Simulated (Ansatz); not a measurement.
# CaAlBrCl3: the cost of one run

Method: DFT PBE, scalar-relativistic, plane waves, PAW, unless a step names another level, in Ansatz 0.2.0.

9 further runs of the same task are left out: 2 that didn't finish, 7 set aside as unsound or not needed.

## 1. The formula and the candidates

Pauling electronegativities: Ca 1.00, Al 1.61, Br 2.96, Cl 3.16 (spread 2.16). No set of common oxidation states balances it. Tabulated atomic sizes suggest about 25 Å³/atom. 22 candidates were drawn, by swapping species into database cells of other compounds, at random by space group and Wyckoff sites, or by hand, as the table says:

```tsv
name	made from	space group no.	Wyckoff sites	atoms (primitive cell)	V (Å³/atom)
c01	random	35	Ca 2b; Al 2a; Br 2b; Cl 4c, 2b	6	32.9
c02	random	99	Ca 1b; Al 1a; Br 1a; Cl 2c, 1b	6	32.0
c03	database cell of MnInCuTe3	8	Ca 2a; Al 2a; Br 2a; Cl 2a, 2a, 2a	6	32.3
c04	database cell of TlSbPbS3	1	Ca 1a; Al 1a; Br 1a; Cl 1a, 1a, 1a	6	32.3
c05	random	65	Ca 2c; Al 2b; Br 2a; Cl 2d, 4j	6	32.7
c06	random	187	Ca 1a; Al 1e; Br 1f; Cl 2g, 1c	6	30.2
c07	random	5	Ca 2a; Al 2b; Br 2b; Cl 2b, 4c	6	32.1
c08	random	123	Ca 1b; Al 1a; Br 1c; Cl 2e, 1d	6	27.9
c09	database cell of DyGaFeCo3	10	Ca 1a; Al 1e; Br 1f; Cl 2m, 1h	6	26.7
c10	random	156	Ca 1b; Al 1c; Br 1a; Cl 1c, 1c, 1c	6	30.6
c11	random	123	Ca 1c; Al 1d; Br 1a; Cl 1b, 2g	6	26.6
c12	random	119	Ca 2d; Al 2c; Br 2a; Cl 4e, 2b	6	29.5
c13	database cell of DyGaFeCo3	10	Ca 1f; Al 1a; Br 1e; Cl 2m, 1h	6	26.7
c14	database cell of LiGeSbTe3	156	Ca 1b; Al 1c; Br 1a; Cl 1c, 1b, 1a	6	27.7
c15	random	2	Ca 1e; Al 1c; Br 1a; Cl 1b, 1d, 1f	6	26.6
c16	random	65	Ca 2c; Al 2a; Br 2b; Cl 4g, 2d	6	30.8
c17	random	42	Ca 4a; Al 4a; Br 4a; Cl 8b, 4a	6	29.5
c18	random	12	Ca 2a; Al 2c; Br 2d; Cl 4i, 2b	6	25.8
c19	database cell of LiGeSbTe3	156	Ca 1a; Al 1b; Br 1c; Cl 1c, 1b, 1a	6	27.7
c20	random	2	Ca 1a; Al 1e; Br 1h; Cl 1c, 2i	6	25.5
c21	random	12	Ca 2a; Al 2d; Br 2c; Cl 4f, 2b	6	27.0
c22	random	2	Ca 1h; Al 1b; Br 1a; Cl 1f, 1d, 1c	6	31.9
```

## 2. Screening run of c05

input.yaml reads:

```yaml
crystal:
  lattice:
    - [3.60726651, -4.35060194, 0.0]
    - [3.60726651, 4.35060194, 0.0]
    - [0.0, 0.0, 6.25171596]
  atoms:
    - { symbol: Ca, position: [0.5, 0.5, 0.5] }
    - { symbol: Al, position: [0.5, 0.5, 0.0] }
    - { symbol: Br, position: [0.0, 0.0, 0.0] }
    - { symbol: Cl, position: [0.0, 0.0, 0.5] }
    - { symbol: Cl, position: [0.26023333, 0.73976667, 0.5] }
    - { symbol: Cl, position: [0.73976667, 0.26023333, 0.5] }
basis:
  ecutwfc: 420
kpoints:
  mp_grid: { grid: [3, 3, 3] }
hamiltonian:
  xc: pbe
scf:
  occupations: { method: gaussian, width: 0.2 }
  lower_state_search: "off"
output:
  forces: true
  stress: true
  eigenvalues: true
relax:
  adjacent_minimum: "off"
  f_tol: 0.08
  max_steps: 16
  cell: { stress_tol: 0.8 }
```

The run is started by

```
ansatz run input.yaml --threads 1 --pin off --max-ram 2560MiB --backend cpu --events-out ev --progress --plain --runs-dir out
```

**Question.** How long does this run take on 1 thread of Arm Neoverse V1, shared host, and how much memory does it need?

About 60 s, with a peak of 0.48 GiB.
